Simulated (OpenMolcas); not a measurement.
# Ta⁴⁺ among point charges: CASSCF and CASPT2 levels and susceptibility

How does a field of 6 point charges split the states of Ta⁴⁺, and what χT follows?

Program: OpenMolcas 26.06. Level of theory: state-averaged CASSCF and CASPT2, spin-orbit coupling by RASSI with atomic mean-field integrals. These are calculated values, not measurements, unless marked.

## 1. Starting point

```
Species                           : Ta⁴⁺ (tantalum, Z = 73, 69 electrons)
Basis                             : ANO-RCC-VDZP [7s6p4d2f1g], 68 functions
Scalar Hamiltonian                : DKH2, point nucleus
Inactive shells                   : 1s 2s 2p 3s 3p 3d 4s 4p 4d 4f 5s 5p
Active space                      : 1 electron in 5 orbitals (5d)
Some configurations of this space : 5d
Orbitals                          : optimised for each spin and parity, averaged over all roots
```

Outer shells as boxes (Hund's rule):

5d
```
5d [↑ ][  ][  ][  ][  ]
```

The ion sits among 6 point charges of -1.7 e arranged as an octahedron (Oh), 1.82 Å from the ion.

Each step is its own input file, run in one work folder so that later steps find the files of earlier ones. Labels, J, g values, rates, χT and fits are worked out afterwards by a script from the matrices that RASSI stores. The input lists half of the charges; inversion (Group=XYZ) makes the rest.

## 2. Basis and integrals

The input, a.inp:

```
&GATEWAY
Coord
1

Ta 0.0 0.0 0.0
Basis=ANO-RCC-VDZP
Group=XYZ
NoMove
AngMom=0.0 0.0 0.0
AMFI
XField
3 Angstrom 0
1.820000 0.000000 0.000000 -1.700000
0.000000 1.820000 0.000000 -1.700000
0.000000 0.000000 1.820000 -1.700000
&SEWARD
```

Command:

```console
$ OMP_NUM_THREADS=1 MOLCAS_MEM=1689 MOLCAS_PROJECT=a pymolcas a.inp > a.log
```

What it wrote:

```text
Basis set label: TA.ANO-RCC...7S6P4D2F1G.

      Electronic valence basis set:
      ------------------
      Associated Effective Charge  73.000000 au
      Associated Actual Charge     73.000000 au
      Nuclear Model: Point charge

      Shell  nPrim  nBasis  Cartesian Spherical Contaminant
         s      24       7        X
         p      21       6        X
         d      15       4                 X
         f      11       2                 X
         g       4       1                 X
                  Relativistic Douglas-Kroll-Hess integrals:
                    - DKH order of Hamiltonian: 2
                    - DKH order of Properties : 0
                  Atomic mean-field integrals
```

## 3. Reference wave functions, doublets of even parity, 5 roots

The input, a.inp:

```
&RASSCF
FileOrb=start.orb
Symmetry=1
Spin=2
nActEl=1 0 0
Inactive=15 19
Ras2=5 0
CIRoot=5 5 1
SDav=5
CIMx=300
Iter=120 100
PrWF=0.3
OrbListing=Nothing
MaxOrb=0
>>> COPY $Project.JobIph JOB001
```

Command:

```console
$ OMP_NUM_THREADS=1 MOLCAS_MEM=1689 MOLCAS_PROJECT=a pymolcas a.inp > a.log
```

start.orb holds the contracted functions of the basis, ordered by shell, or the orbitals of the step before.

What it wrote, shortened:

```text
[...]
      Number of active orbitals                  5
[...]
      Spin quantum number                      0.5
[...]
      Active orbitals                            5   0
[...]
      Number of CSFs                             5
      Number of root(s) required                 5
[...]
      Convergence after 11 iterations
[...]
      Natural orbitals and occupation numbers for root  1
      sym 1:  -0.000000   1.000000   0.000000  -0.000000  -0.000000
      Natural orbitals and occupation numbers for root  2
      sym 1:   1.000000   0.000000   0.000000   0.000000   0.000000
      Natural orbitals and occupation numbers for root  3
      sym 1:   0.000000  -0.000000  -0.000000   1.000000   0.000000
::    RASSCF root number  1 Total energy: -15598.94368723
::    RASSCF root number  2 Total energy: -15598.94368723
::    RASSCF root number  3 Total energy: -15598.94368723
::    RASSCF root number  4 Total energy: -15598.81871441
::    RASSCF root number  5 Total energy: -15598.81871441
```

## 4. State interaction with spin-orbit coupling

The input, a.inp:

```
&RASSI
NrOfJobIphs=1 5
1 2 3 4 5
IphNames
JOB001
EJob
SpinOrbit
DIPRint=1.0
SOCoupling=1000.0
Subsets=2
Property=9
'ANGMOM' 1 'ANGMOM' 2 'ANGMOM' 3 'MLTPL  1' 1 'MLTPL  1' 2 'MLTPL  1' 3
'AMFI' 1 'AMFI' 2 'AMFI' 3
SOProperty=3
'ANGMOM' 1 'ANGMOM' 2 'ANGMOM' 3
```

What it wrote, shortened:

```text
SPIN-FREE ENERGIES:
  (Shifted by EMIN (a.u.) =     -15598.9436872336)
 SF State       Relative EMIN(au)   Rel lowest level(eV)    D:o, cm**(-1)      L_eff
     1             0.0000000000        0.0000000000              0.0000         2.0
     2             0.0000000000        0.0000000000              0.0000         2.0
     3             0.0000000000        0.0000000000              0.0000         2.0
     4             0.1249728214        3.4006837141          27428.3639         2.0
     5             0.1249728214        3.4006837141          27428.3639         2.0
     Dipole printing threshold changed to   1.00000000E+00
Eigenvalues of complex Hamiltonian:
   -----------------------------------
  (Shifted by EMIN (a.u.) =     -15598.9436872336)
 SO State       Relative EMIN(au)   Rel lowest level(eV)    D:o, cm**(-1)     J-value
     1            -0.0069707269        0.0000000000              0.0000         1.6
     2            -0.0069707269        0.0000000000              0.0000         1.1
     3            -0.0069707269        0.0000000000              0.0000         1.7
     4            -0.0069707269        0.0000000000              0.0000         1.2
     5             0.0103682570        0.4718177878           3805.4671         2.0
     6             0.0103682570        0.4718177878           3805.4671         2.0
     7             0.1267594198        3.6389826722          29350.3746         1.5
     8             0.1267594198        3.6389826722          29350.3746         1.5
     9             0.1267594198        3.6389826722          29350.3746         2.0
    10             0.1267594198        3.6389826722          29350.3746         2.0
Weights of the five most important spin-orbit-free states for each spin-orbit state.
[...]
```

Time for these steps: 1.8 s (1 thread, shared host).

States without spin-orbit coupling:

| state | degeneracy | E (cm-1) | free-ion L (%) |
| --- | --- | --- | --- |
| 2T2 | 3 | 0 | D (100) |
| 2E | 2 | 27428 | D (100) |

With spin-orbit coupling:

```tsv
E (cm-1)	Degeneracy	Label	2S+1	g
0.0	4	Γ8	2	
3805	2	Γ7	2	2.00 2.00 2.00
29350	4	Γ8	2
```

Principal g values are given for doublets only; a zero marks a field direction without first-order Zeeman splitting.

Powder χT (cm³ K/mol): 0.02 at 2 K, 0.02 at 5 K, 0.03 at 10 K, 0.03 at 20 K, 0.03 at 50 K, 0.04 at 100 K, 0.04 at 150 K, 0.05 at 200 K, 0.06 at 250 K, 0.06 at 300 K.

A ligand-field fit to the states below 45000 cm-1 gives 10Dq = 27428 cm-1, the gap between the two states.

## 5. CASPT2: IPEA 0.25, imaginary shift 0.1 (closed shells correlated: 4f 5s 5p)

The input, a.inp:

```
>>> COPY JOB001 $Project.JobIph
&CASPT2
Multistate=5 1 2 3 4 5
NoMult
Frozen=14 9
IPEA=0.25
Imaginary=0.1
MaxIter=60
WThr=0.0 0.3 0.05
PrWF=0.5
NoMix
```

Command:

```console
$ OMP_NUM_THREADS=1 MOLCAS_MEM=1689 MOLCAS_PROJECT=a pymolcas a.inp > a.log
```

What it wrote:

```text
Orbital specifications:
      -----------------------

      Symmetry species                           1   2
                                                ag  au
      Frozen orbitals                           14   9
      Inactive orbitals                          1  10
      Active orbitals                            5   0
      Secondary orbitals                        16  13
      Deleted orbitals                           0   0
      Number of basis functions                 36  32
Type of calculation                        SS-CASPT2
      Fock operator                              state-specific
      IPEA shift                                 0.25
      Real shift                                 0.00
      Imaginary shift                            0.10
      The input orbitals will be transformed to quasi-canonical
Reference energy:      -15598.9436872336
      E2 (Non-variational):      -0.8292969302
      Shift correction:          -0.0001268333
      E2 (Variational):          -0.8294237636
      Total energy:          -15599.7731109971
      Residual norm:              0.0000002222
      Reference weight:           0.91720
      Contributions to the CASPT2 correlation energy
      Active & Virtual Only:          0.0000000008
      One Inactive Excited:          -0.0385986360
      Two Inactive Excited:          -0.7906982950
Reference energy:      -15598.9436872335
      E2 (Non-variational):      -0.8292969013
      Shift correction:          -0.0001268333
      E2 (Variational):          -0.8294237346
      Total energy:          -15599.7731109681
      Residual norm:              0.0000002221
      Reference weight:           0.91720
      Contributions to the CASPT2 correlation energy
      Active & Virtual Only:          0.0000000008
      One Inactive Excited:          -0.0385985899
      Two Inactive Excited:          -0.7906983122
::    CASPT2 Root  1     Total energy: -15599.77311100
::    CASPT2 Root  2     Total energy: -15599.77311097
::    CASPT2 Root  3     Total energy: -15599.77324264
::    CASPT2 Root  4     Total energy: -15599.65009619
::    CASPT2 Root  5     Total energy: -15599.65012395
```

This run took 0.77 s in all on 1 thread, shared host.

SS-CASPT2: lowest energy less the reference's lowest, -0.8295 hartree; reference weights 0.917.

States without spin-orbit coupling:

| state | degeneracy | E (cm-1) | free-ion L (%) |
| --- | --- | --- | --- |
| 2T2 | 3 | 0 | D (100) |
| 2E | 2 | 27005 | D (100) |

With spin-orbit coupling:

| E (cm-1) | Degeneracy | Label | 2S+1 | g |
| --- | --- | --- | --- | --- |
| 0 | 4 | Γ8 | 2 |  |
| 3810 | 2 | Γ7 | 2 | 2.00 2.00 2.00 |
| 28940 | 4 | Γ8 | 2 |  |

Powder χT (cm³ K/mol): 0.02 at 2 K, 0.03 at 5 K, 0.03 at 10 K, 0.03 at 20 K, 0.03 at 50 K, 0.04 at 100 K, 0.04 at 150 K, 0.05 at 200 K, 0.06 at 250 K, 0.06 at 300 K.

A ligand-field fit to the states below 45000 cm-1 gives 10Dq = 27005 cm-1, the gap between the two states.

## 6. The methods side by side

A. CASSCF
B. SS-CASPT2, IPEA 0.25, imaginary shift 0.1 (closed shells correlated: 4f 5s 5p)

| method | ground state | first state of that spin (cm-1) | first gap with spin-orbit (cm-1) | χT at 300 K |
| --- | --- | --- | --- | --- |
| A | 2T2 | 2E 27430 | 3805.5 | 0.06 |
| B | 2T2 | 2E 27010 | 3811.2 | 0.06 |

## 7. What came out

```
                                            quantity                                                                           value
                                              method  SS-CASPT2, IPEA 0.25, imaginary shift 0.1 (closed shells correlated: 4f 5s 5p)
                              spin-free ground state                                                 2T2, 3-fold in its orbital part
first state of the same spin within the active space                                                                2E at 27000 cm⁻¹
                                        lowest level                                                                       4-fold Γ8
                                          next level                                                                     3811.2 cm⁻¹
                                         χT at 300 K                                                                  0.06 cm³ K/mol
                           effective moment at 300 K                                                                         0.71 μB
```

Cost by method:

| method | time of its own steps | time with the reference |
| --- | --- | --- |
| A. CASSCF | 1.8 s | 1.8 s |
| B. SS-CASPT2, IPEA 0.25, imaginary shift 0.1, +4f 5s 5p | 0.77 s | 2.6 s |

Times are of one thread on a shared host.

In words: The spin-free ground state (2T2) comes to 100 % from free-ion D terms and keeps the highest spin of the shell. χT at 300 K is 0.06, against 0.38 cm³ K/mol for the spin alone, so orbital moment lowers it. A ligand-field fit to the states below 45000 cm-1 gives 10Dq = 27005 cm-1, the gap between the two states. CASPT2 does not keep the components of a term degenerate, and the means are used. The field of point charges can differ much from that of real complexes. This is an electrostatic model: the charges have no orbitals.
